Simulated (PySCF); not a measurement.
# Accurate constants of GeF, step by step

Aim: bond length, wavenumber and bond energy of GeF near the limit of CCSD(T), built from two basis sets and any small corrections listed.

Method: CCSD(T) on ROHF, scalar-relativistic core potentials; program: PySCF 2.14.0.

2 further runs of the same task are left out: 2 set aside as unsound or not needed.

### Step 1. Set-up

- molecule: GeF
- state: doublet, unpaired electrons π ↑
- smaller basis: Ge cc-pwCVDZ-PP with ECP10, F aug-cc-pVDZ
- larger basis: Ge cc-pwCVTZ-PP with ECP10, F aug-cc-pVTZ
- frozen core orbitals: 5
- extrapolation: correlation as n⁻³ (n = 2, 3), Hartree–Fock as (n+1)·exp(−9√n)
- corrections: none
- distances (Å): 1.5509, 1.6214, 1.6918, 1.7623, 1.8328, 1.9210, 2.0091
- masses (u): 73.9212, 18.9984
- dissociation limit: Ge + F

On the command line:

```console
> OMP_NUM_THREADS=4 python comp.py task.json out
```

### Step 2. Coupled cluster at each distance

Q: Predict the outcome of this session. Wanted: for each run, Re; ωe; ωexe; αe; De.

As calculated:

| level | Re (Å) | ωe (cm⁻¹) | ωexe (cm⁻¹) | αe (cm⁻¹) | De (eV) |
| --- | --- | --- | --- | --- | --- |
| CCSD(T), smaller basis | 1.7729 | 633.7 | 2.69 | 0.00247 | 5.011 |
| CCSD(T), larger basis | 1.7500 | 659.3 | 3.13 | 0.00266 | 5.219 |
| HF/CBS | 1.7270 | 697.0 | 3.48 | 0.00274 | 3.527 |
| MP2/CBS | 1.7481 | 660.4 | 3.07 | 0.00264 | 5.552 |
| CCSD/CBS | 1.7399 | 675.2 | 3.18 | 0.00266 | 5.099 |
| CCSD(T)/CBS | 1.7466 | 663.5 | 3.15 | 0.00267 | 5.286 |

**Reading.** The last step gives Re = 1.7466 Å, ωe = 663.5 cm⁻¹ and De = 5.286 eV; the smaller basis alone is off from it by +26.3 mÅ and -0.27 eV. Near the minimum the mean field binds by 3.51 eV and correlation adds 1.77 eV of binding. T1 is 0.019. Spin–orbit coupling and excitations beyond (T) are left out.
